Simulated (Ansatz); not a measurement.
# O32Zn4Mg28: the cost of one run

Method: density functional theory in Ansatz 0.2.0, PAW datasets, plane waves.

## 1. The starting cell

64 atoms (32 O, 4 Zn, 28 Mg); a = 8.441 Å, b = 8.441 Å, c = 8.441 Å, α = 90.00°, β = 90.00°, γ = 90.00°. All atoms were shaken off their sites by about 0.02 Å along each axis.

Plan of the steps: (2) PBEsol cell relaxation at the single k point (¼, ¼, ¼), on 1 × NVIDIA H100 80GB HBM3 with 2 threads of AMD EPYC 7R13; (3) r²SCAN single point at the single k point (¼, ¼, ¼), on 1 × NVIDIA H100 80GB HBM3 with 2 threads of AMD EPYC 7R13.

## 2. Relaxing cell and atoms with PBEsol

Contents of in.yaml:

```yaml
crystal:
  lattice:
    - [8.440980, 0.000000, 0.000000]
    - [0.000000, 8.440980, 0.000000]
    - [0.000000, 0.000000, 8.440980]
  atoms:
    - { symbol: O, position: [0.250998, 0.001357, 0.999928] }
    - { symbol: O, position: [0.249970, 0.999766, 0.501226] }
    - { symbol: O, position: [0.245899, 0.498377, 0.001281] }
    - { symbol: O, position: [0.252120, 0.499265, 0.496659] }
    - { symbol: O, position: [0.754004, 0.002110, 0.999608] }
    - { symbol: O, position: [0.749374, 0.998603, 0.499858] }
    - { symbol: O, position: [0.749800, 0.499569, 0.000014] }
    - { symbol: O, position: [0.749860, 0.500147, 0.502274] }
    - { symbol: O, position: [0.001306, 0.253293, 0.000610] }
    - { symbol: O, position: [0.002688, 0.253503, 0.501833] }
    - { symbol: O, position: [0.999367, 0.750293, 0.003457] }
    - { symbol: O, position: [0.999800, 0.752639, 0.500775] }
    - { symbol: O, position: [0.494911, 0.252986, 0.002316] }
    - { symbol: O, position: [0.497185, 0.250799, 0.497586] }
    - { symbol: O, position: [0.499945, 0.748452, 0.002133] }
    - { symbol: O, position: [0.503806, 0.752993, 0.496700] }
    - { symbol: O, position: [0.000734, 0.998823, 0.250307] }
    - { symbol: O, position: [0.001521, 0.003188, 0.748935] }
    - { symbol: O, position: [0.000925, 0.501458, 0.253306] }
    - { symbol: O, position: [0.001749, 0.503813, 0.746453] }
    - { symbol: O, position: [0.499624, 0.997109, 0.250513] }
    - { symbol: O, position: [0.498294, 0.997604, 0.746761] }
    - { symbol: O, position: [0.500790, 0.501521, 0.246938] }
    - { symbol: O, position: [0.498039, 0.501259, 0.749232] }
    - { symbol: O, position: [0.251218, 0.251667, 0.254536] }
    - { symbol: O, position: [0.248527, 0.249493, 0.751197] }
    - { symbol: O, position: [0.249379, 0.752675, 0.253039] }
    - { symbol: O, position: [0.248434, 0.748651, 0.747757] }
    - { symbol: O, position: [0.748223, 0.250113, 0.251540] }
    - { symbol: O, position: [0.749305, 0.247289, 0.748938] }
    - { symbol: O, position: [0.751807, 0.747394, 0.247040] }
    - { symbol: O, position: [0.751364, 0.749595, 0.749717] }
    - { symbol: Zn, position: [0.001168, 0.002433, 0.999294] }
    - { symbol: Zn, position: [0.250742, 0.749674, 0.499976] }
    - { symbol: Zn, position: [0.751427, 0.495900, 0.750944] }
    - { symbol: Zn, position: [0.499632, 0.248999, 0.246729] }
    - { symbol: Mg, position: [0.999228, 0.000621, 0.495033] }
    - { symbol: Mg, position: [0.002509, 0.502257, 0.996892] }
    - { symbol: Mg, position: [0.001741, 0.499081, 0.504501] }
    - { symbol: Mg, position: [0.498616, 0.996844, 0.995189] }
    - { symbol: Mg, position: [0.500521, 0.997703, 0.502929] }
    - { symbol: Mg, position: [0.499084, 0.500096, 0.002824] }
    - { symbol: Mg, position: [0.501026, 0.502791, 0.499314] }
    - { symbol: Mg, position: [0.247982, 0.252059, 0.002822] }
    - { symbol: Mg, position: [0.251546, 0.254635, 0.500501] }
    - { symbol: Mg, position: [0.248137, 0.750618, 0.003236] }
    - { symbol: Mg, position: [0.751770, 0.252702, 0.998026] }
    - { symbol: Mg, position: [0.753188, 0.248726, 0.498682] }
    - { symbol: Mg, position: [0.750939, 0.756552, 0.002154] }
    - { symbol: Mg, position: [0.746758, 0.752125, 0.499519] }
    - { symbol: Mg, position: [0.251182, 0.002574, 0.248953] }
    - { symbol: Mg, position: [0.254275, 0.998420, 0.752843] }
    - { symbol: Mg, position: [0.250155, 0.496735, 0.250953] }
    - { symbol: Mg, position: [0.250645, 0.499879, 0.747228] }
    - { symbol: Mg, position: [0.751800, 0.000649, 0.250536] }
    - { symbol: Mg, position: [0.752188, 0.002316, 0.747104] }
    - { symbol: Mg, position: [0.745655, 0.498974, 0.245118] }
    - { symbol: Mg, position: [0.001838, 0.252430, 0.250350] }
    - { symbol: Mg, position: [0.996430, 0.251034, 0.748698] }
    - { symbol: Mg, position: [0.000427, 0.749088, 0.252386] }
    - { symbol: Mg, position: [0.999596, 0.750831, 0.751220] }
    - { symbol: Mg, position: [0.499065, 0.252409, 0.749125] }
    - { symbol: Mg, position: [0.499501, 0.748092, 0.246610] }
    - { symbol: Mg, position: [0.504384, 0.749676, 0.748418] }
  symmetry: { detect: false }
kpoints:
  mp_grid: { grid: [1, 1, 1], shift: [0.25, 0.25, 0.25] }
hamiltonian:
  xc: pbesol
scf:
  occupations: { method: fermi_dirac, width: 0.01 }
relax:
  f_tol: 0.03
  max_steps: 80
  escape_saddle: false
  adjacent_minimum: "off"
  cell: { fix: [shape] }
output:
  forces: true
  eigenvalues: true
  populations: true
```

Run with:

```sh
ansatz run in.yaml --threads 2 --pin off --max-ram 30400MiB --runs-dir r --events-out ev --progress --plain --backend cuda --devices 0, --max-vram 18GiB
```

What time and memory should one allow on 1 × NVIDIA H100 80GB HBM3 with 2 threads of AMD EPYC 7R13, shared host?

About 28 s, with a peak of 1.3 GiB on the host.
